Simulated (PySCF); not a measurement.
# FGeH5OSi: the cost of one run

Programs: PySCF 2.14.0. All values are calculated, for the isolated system unless a continuum is named. Atoms count from 0, parts from 1.

## Step 1: Starting point

Each species was relaxed by itself at PBE0-D3(BJ)/def2-SVPD.

## Step 2: Reaction energy: wB97M-D3(BJ)/def2-TZVPD

Job settings and geometry (Å):

```
{"job": {"kind": "react", "xc": "wB97M-D3(BJ)", "basis": "def2-TZVPD"}, "charge": 0, "multiplicity": 1}
-1 FGeH5OSi charge 0 multiplicity 1
O      1.515410     1.260210    -0.338490
Ge     0.792650    -0.354600    -0.158900
F      1.446460    -1.037860     1.333380
Si    -1.539530    -0.008020     0.174240
H      2.465660     1.273790    -0.485670
H      1.325160    -1.305380    -1.248740
H     -2.187710    -1.335070     0.379070
H     -1.710480     0.850960     1.378340
H     -2.107310     0.656340    -1.033570

-1 F charge -1 multiplicity 1
F      0.000000     0.000000     0.000000

+1 FGeH4OSi charge -1 multiplicity 1
O      2.167470    -1.095320     0.698570
Ge     1.226550     0.193590     0.175020
F      1.534780     0.726760    -1.546780
Si    -1.146540    -0.261540    -0.023460
H      1.409680     1.585700     0.880880
H     -1.951550     0.839480    -0.665570
H     -1.431560    -1.497260    -0.829520
H     -1.808450    -0.491330     1.310620

+1 FH charge 0 multiplicity 1
F      0.457430     0.001790    -0.049370
H     -0.457430    -0.001790     0.049370
```

Method: wB97M-D3(BJ)/def2-TZVPD reaction energy of separated species, gas phase.

Started as:

```bash
$ OMP_NUM_THREADS=1 python cluster_run.py task.json out
```

The driver reads the jobs from task.json and runs them one after another.

**Question.** How long does this first job take on 1 thread of Arm Neoverse N1, shared host, and how much memory does it need?

About 61 s, with a peak of 0.78 GiB.
